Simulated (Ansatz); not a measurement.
# C3H9GaSSiSn: one species, many methods

An exercise on one series of results from a longer session: the logs are not shown, and one member is left open.

Program: Ansatz 0.2.0, Gaussian basis. Level of theory: functionals in def2-TZVPP, the program's frozen cores in correlated methods. These are calculated values, not measurements.

The runs, in order: LDA (SPW92), PBE-D4, revPBE-D4, BLYP-D4, r2SCAN-D4, B97M-V, PBE0-D4, B3LYP-D4, r2SCANh-D4, r2SCAN0-D4, HSE06-D4, BHLYP-D4, CAM-B3LYP-D4, LC-ωPBE, ωB97X-V, ωB97M-V, B2PLYP, PBE-QIDH; CCSD(T)/def2-SVP; CCSD(T)/def2-TZVPP; MP2/def2-QZVPP; extrapolation to the limit; RPA on PBE.

1 further run of the same task is left out (for a known fault of the program).

### Structure used throughout

All runs share one geometry, relaxed beforehand with PBE0-D4 in a triple-zeta def2 set. Sn takes the def2 core potential; no spin-orbit term is included.

SMILES `C#C[S][SnH]([GaH2])[CH2][SiH3]`, 16 atoms, charge 0, spin multiplicity 1.

Atoms are counted from 1 here; the program's logs count them from 0.

Bond lengths: C1–C2 1.207 Å, C1–H8 1.064 Å, C2–S3 1.677 Å, S3–Sn4 2.450 Å, Sn4–Ga5 2.634 Å, Sn4–C6 2.179 Å, Sn4–H9 1.710 Å, Ga5–H10 1.567 Å, Ga5–H11 1.566 Å, C6–Si7 1.847 Å, C6–H12 1.091 Å, C6–H13 1.092 Å, Si7–H14 1.486 Å, Si7–H15 1.535 Å, Si7–H16 1.484 Å. Angles: C2–C1–H8 179.3°, C1–C2–S3 178.7°, C2–S3–Sn4 96.1°, S3–Sn4–Ga5 111.6°, S3–Sn4–C6 103.4°, S3–Sn4–H9 105.0°, Ga5–Sn4–C6 98.0°, Ga5–Sn4–H9 126.7°, C6–Sn4–H9 109.8°, Sn4–Ga5–H10 119.1°, Sn4–Ga5–H11 117.9°, H10–Ga5–H11 122.7°, Sn4–C6–Si7 105.3°, Sn4–C6–H12 111.6°, Sn4–C6–H13 106.2°, Si7–C6–H12 112.5°, Si7–C6–H13 112.4°, H12–C6–H13 108.7° and more.

The first run:

Contents of in.yaml:

```yaml
crystal:
  periodic: [false, false, false]
  atoms:
    - {symbol: C, position_ang: [-2.517425, 1.810735, 2.576280]}
    - {symbol: C, position_ang: [-1.532770, 2.137663, 1.959681]}
    - {symbol: S, position_ang: [-0.150819, 2.607353, 1.134491]}
    - {symbol: Sn, position_ang: [-0.340200, 0.945157, -0.655646]}
    - {symbol: Ga, position_ang: [1.957782, 0.581302, -1.890008]}
    - {symbol: C, position_ang: [-0.410035, -0.948644, 0.419968]}
    - {symbol: Si, position_ang: [0.816601, -2.037168, -0.429389]}
    - {symbol: H, position_ang: [-3.388349, 1.535432, 3.121441]}
    - {symbol: H, position_ang: [-1.854665, 1.253403, -1.386640]}
    - {symbol: H, position_ang: [1.959701, -0.038873, -3.329436]}
    - {symbol: H, position_ang: [3.253259, 1.132186, -1.203615]}
    - {symbol: H, position_ang: [-1.414590, -1.373819, 0.420454]}
    - {symbol: H, position_ang: [-0.124554, -0.724448, 1.450249]}
    - {symbol: H, position_ang: [1.433578, -3.132428, 0.363295]}
    - {symbol: H, position_ang: [2.020085, -1.177391, -0.839664]}
    - {symbol: H, position_ang: [0.292431, -2.570462, -1.711453]}
basis:
  gaussian: {orbitals: def2-TZVPP}
hamiltonian: {xc: lda}
output: {orbitals: {seedname: orbitals}}
```

Launch:

```sh
$ ansatz run in.yaml --threads 2 --pin off --events-out ev --progress --plain --max-ram 22528MiB --backend cuda --devices 0, --max-vram 18GiB
```

Steps of the session up to this table: LDA; PBE-D4 (GGA); revPBE-D4 (GGA); BLYP-D4 (GGA); r2SCAN-D4 (meta-GGA); B97M-V (meta-GGA); PBE0-D4 (hybrid); B3LYP-D4 (hybrid); r2SCANh-D4 (hybrid); r2SCAN0-D4 (hybrid); HSE06-D4 (hybrid); BHLYP-D4 (hybrid); CAM-B3LYP-D4 (range-separated); LC-ωPBE (range-separated); ωB97X-V (range-separated); ωB97M-V (range-separated); B2PLYP (double hybrid); PBE-QIDH (double hybrid).

One of the session's tables, all rows but one given; the rest of the session is left out.

It belongs to the step «Frontier levels by functional». 

| functional | HOMO (eV) | LUMO (eV) | gap (eV) |
| --- | --- | --- | --- |
| LDA (SPW92) | -5.58 | -2.79 | 2.79 |
| PBE-D4 | -5.44 | -2.53 | 2.90 |
| revPBE-D4 | -5.38 | -2.42 | 2.96 |
| BLYP-D4 | -5.26 | -2.39 | 2.87 |
| r2SCAN-D4 | -5.64 | -2.32 | 3.33 |
| B97M-V | -5.73 | -2.40 | 3.33 |
| PBE0-D4 | -6.53 | -1.76 | 4.76 |
| B3LYP-D4 | -6.29 | -1.94 | 4.35 |
| r2SCANh-D4 | -6.05 | -2.04 | 4.01 |
| r2SCAN0-D4 | -6.67 | -1.64 | 5.03 |
| HSE06-D4 | -6.13 | -2.12 | 4.01 |
| BHLYP-D4 | -7.47 | -0.91 | 6.55 |
| CAM-B3LYP-D4 | -7.75 | -0.80 | 6.96 |
| LC-ωPBE | ? | ? | ? |
| ωB97X-V | -8.74 | 0.16 | 8.90 |
| ωB97M-V | -8.61 | -0.06 | 8.54 |

Estimate the missing values for LC-ωPBE.

As computed: HOMO (eV): -9.09; LUMO (eV): 0.25; gap (eV): 9.34. In the column «HOMO (eV)» it is the lowest.
